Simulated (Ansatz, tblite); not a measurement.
# Sn22H28 ring sphere (Sn21AsH28+): rung by rung

The task here is to estimate one member of a computed series from the others.

The runs use Ansatz 0.2.0, Gaussian basis; as each input shows.

Levels to be run: GFN1-xTB, GFN2-xTB, PBE-D4/def2-TZVP, r2SCAN-D4/def2-TZVP, BHLYP-D4/def2-TZVP, PBE-D4/def2-SVP, PBE0-D4/def2-SVP, MP2/def2-SVP.

2 further runs of the same task are left out: 1 for a known fault of the program, 1 set aside as unsound or not needed.

## The relaxed structure

The geometry is that of the singlet, from an earlier relaxation (r2SCAN-D4/def2-SVP).

50 atoms, charge 1, spin multiplicity 1.

Bond lengths: Sn1–Sn14 2.799 Å, Sn1–Sn15 2.809 Å, Sn1–H23 1.717 Å, Sn1–H24 1.717 Å, Sn2–Sn15 2.815 Å, Sn2–Sn16 2.800 Å, Sn2–H25 1.718 Å, Sn2–H26 1.718 Å, Sn3–Sn14 2.797 Å, Sn3–Sn17 2.802 Å, Sn3–H27 1.716 Å, Sn3–H28 1.715 Å, Sn4–Sn14 2.804 Å, Sn4–As18 2.656 Å, Sn4–H29 1.718 Å, Sn4–H30 1.718 Å, Sn5–Sn15 2.819 Å, Sn5–As18 2.672 Å and more. Angles: Sn14–Sn1–Sn15 109.1°, Sn14–Sn1–H23 109.4°, Sn14–Sn1–H24 109.9°, Sn15–Sn1–H23 109.1°, Sn15–Sn1–H24 110.2°, H23–Sn1–H24 109.1°, Sn15–Sn2–Sn16 110.6°, Sn15–Sn2–H25 108.1°, Sn15–Sn2–H26 106.7°, Sn16–Sn2–H25 111.3°, Sn16–Sn2–H26 111.5°, H25–Sn2–H26 108.5°, Sn14–Sn3–Sn17 106.6°, Sn14–Sn3–H27 109.5°, Sn14–Sn3–H28 110.5°, Sn17–Sn3–H27 110.0°, Sn17–Sn3–H28 110.6°, H27–Sn3–H28 109.7° and more.

Sn takes a core potential in the def2 sets. No spin-orbit coupling is included. The ion is computed in the gas phase, without counter-ions or solvent.

PBE0-D4/def2-TZVP was run before; its log isn't repeated, and its numbers join the tables.

The first run:

Tight binding, by tblite at 300 K electronic temperature and without a spin-polarisation term:

```python
tblite.interface.Calculator('GFN1-xTB', numbers, positions, charge=1, uhf=0).singlepoint()
```

Tight binding, by tblite at 300 K electronic temperature and without a spin-polarisation term:

```python
tblite.interface.Calculator('GFN2-xTB', numbers, positions, charge=1, uhf=0).singlepoint()
```

start.molden holds the orbitals of an earlier run on this state, given as this run's starting guess.

File in.yaml:

```yaml
crystal:
  periodic: [false, false, false]
  atoms:
    - {symbol: Sn, position_ang: [-4.312655, -1.145336, -2.174384]}
    - {symbol: Sn, position_ang: [-4.325101, 2.191189, 1.107347]}
    - {symbol: Sn, position_ang: [-1.040041, -1.157544, -5.472573]}
    - {symbol: Sn, position_ang: [-0.899242, -4.062976, -1.999652]}
    - {symbol: Sn, position_ang: [-1.050970, -0.921456, 1.049317]}
    - {symbol: Sn, position_ang: [1.997499, -4.063485, 0.893842]}
    - {symbol: Sn, position_ang: [2.139764, -0.976477, -2.143743]}
    - {symbol: Sn, position_ang: [2.172926, -1.146039, 4.308860]}
    - {symbol: Sn, position_ang: [-1.057150, 2.182265, -2.173786]}
    - {symbol: Sn, position_ang: [-1.082502, 5.448750, 1.081128]}
    - {symbol: Sn, position_ang: [2.172073, 2.182634, 1.053055]}
    - {symbol: Sn, position_ang: [-1.109255, 2.190081, 4.322553]}
    - {symbol: Sn, position_ang: [5.470068, -1.158636, 1.035422]}
    - {symbol: Sn, position_ang: [-2.613640, -2.708840, -3.757006]}
    - {symbol: Sn, position_ang: [-2.762307, 0.591557, -0.602207]}
    - {symbol: Sn, position_ang: [-2.695064, 3.824573, 2.693387]}
    - {symbol: Sn, position_ang: [0.487141, 0.534755, -3.843194]}
    - {symbol: As, position_ang: [0.535693, -2.370709, -0.539252]}
    - {symbol: Sn, position_ang: [0.601491, 0.592169, 2.759199]}
    - {symbol: Sn, position_ang: [3.754368, -2.709771, 2.609065]}
    - {symbol: Sn, position_ang: [3.840310, 0.533895, -0.491267]}
    - {symbol: Sn, position_ang: [0.534687, 3.822127, -0.537810]}
    - {symbol: H, position_ang: [-5.343013, -0.218054, -3.187779]}
    - {symbol: H, position_ang: [-5.271407, -2.155383, -1.170513]}
    - {symbol: H, position_ang: [-5.292964, 1.150925, 2.073795]}
    - {symbol: H, position_ang: [-5.360475, 3.122309, 0.101154]}
    - {symbol: H, position_ang: [-2.055594, -0.227229, -6.495438]}
    - {symbol: H, position_ang: [-0.023294, -2.158402, -6.424771]}
    - {symbol: H, position_ang: [-1.676896, -4.989621, -0.779350]}
    - {symbol: H, position_ang: [0.341686, -5.011293, -2.716372]}
    - {symbol: H, position_ang: [-1.858288, -2.219080, 1.858049]}
    - {symbol: H, position_ang: [0.778119, -4.992422, 1.670134]}
    - {symbol: H, position_ang: [2.715344, -5.009395, -0.348245]}
    - {symbol: H, position_ang: [2.926574, -2.297104, -2.930848]}
    - {symbol: H, position_ang: [1.168135, -2.155572, 5.267218]}
    - {symbol: H, position_ang: [3.187161, -0.220110, 5.339605]}
    - {symbol: H, position_ang: [-2.062669, 3.158984, -3.180540]}
    - {symbol: H, position_ang: [-2.054878, 6.444649, 0.075996]}
    - {symbol: H, position_ang: [-0.076504, 6.443506, 2.053793]}
    - {symbol: H, position_ang: [3.179802, 3.159392, 2.057531]}
    - {symbol: H, position_ang: [-2.075588, 1.148064, 5.288720]}
    - {symbol: H, position_ang: [-0.103886, 3.120278, 5.359531]}
    - {symbol: H, position_ang: [6.421824, -2.159379, 0.018112]}
    - {symbol: H, position_ang: [6.493375, -0.228385, 2.050596]}
    - {symbol: H, position_ang: [-3.451370, -3.964527, -4.586663]}
    - {symbol: H, position_ang: [-3.699343, 4.798756, 3.698568]}
    - {symbol: H, position_ang: [1.594122, 1.480532, -4.767198]}
    - {symbol: H, position_ang: [4.584026, -3.965777, 3.446284]}
    - {symbol: H, position_ang: [4.764328, 1.478635, -1.599134]}
    - {symbol: H, position_ang: [1.558977, 4.756980, -1.563133]}
basis:
  gaussian: {orbitals: def2-TZVP, fitting: {mean_field: def2-universal-jkfit}, initial_orbitals: start.molden}
total_charge: 1
hamiltonian: {xc: pbe, dispersion: d4}
scf: {omitted_lower_state_checks: [starts]}
output: {orbitals: {seedname: orbitals}}
```

Started as:

```sh
ansatz run in.yaml --threads 11 --pin off --events-out ev --progress --plain --max-ram 120832MiB --backend cuda --devices 0, --max-vram 75GiB
```

Among the steps run: PBE-D4/def2-TZVP; r2SCAN-D4/def2-TZVP; BHLYP-D4/def2-TZVP; PBE-D4/def2-SVP; PBE0-D4/def2-SVP; MP2/def2-SVP.

One of the session's tables, all rows but one given; the rest of the session is left out.

It belongs to the step «Levels side by side». 

| level | HOMO (eV) | LUMO (eV) | gap (eV) |
| --- | --- | --- | --- |
| PBE-D4/def2-SVP | -8.14 | -5.39 | 2.76 |
| PBE-D4/def2-TZVP | -8.18 | -5.45 | 2.74 |
| r2SCAN-D4/def2-TZVP | -8.39 | -5.32 | 3.07 |
| PBE0-D4/def2-SVP | -8.96 | -4.77 | 4.19 |
| PBE0-D4/def2-TZVP | ? | ? | ? |
| BHLYP-D4/def2-TZVP | -9.63 | -4.01 | 5.61 |

Q: Estimate the row for PBE0-D4/def2-TZVP from the others.

**Answer.** HOMO (eV): -8.97; LUMO (eV): -4.79; gap (eV): 4.17. In the column «HOMO (eV)» it lies between BHLYP-D4/def2-TZVP (-9.63) and PBE0-D4/def2-SVP (-8.96).
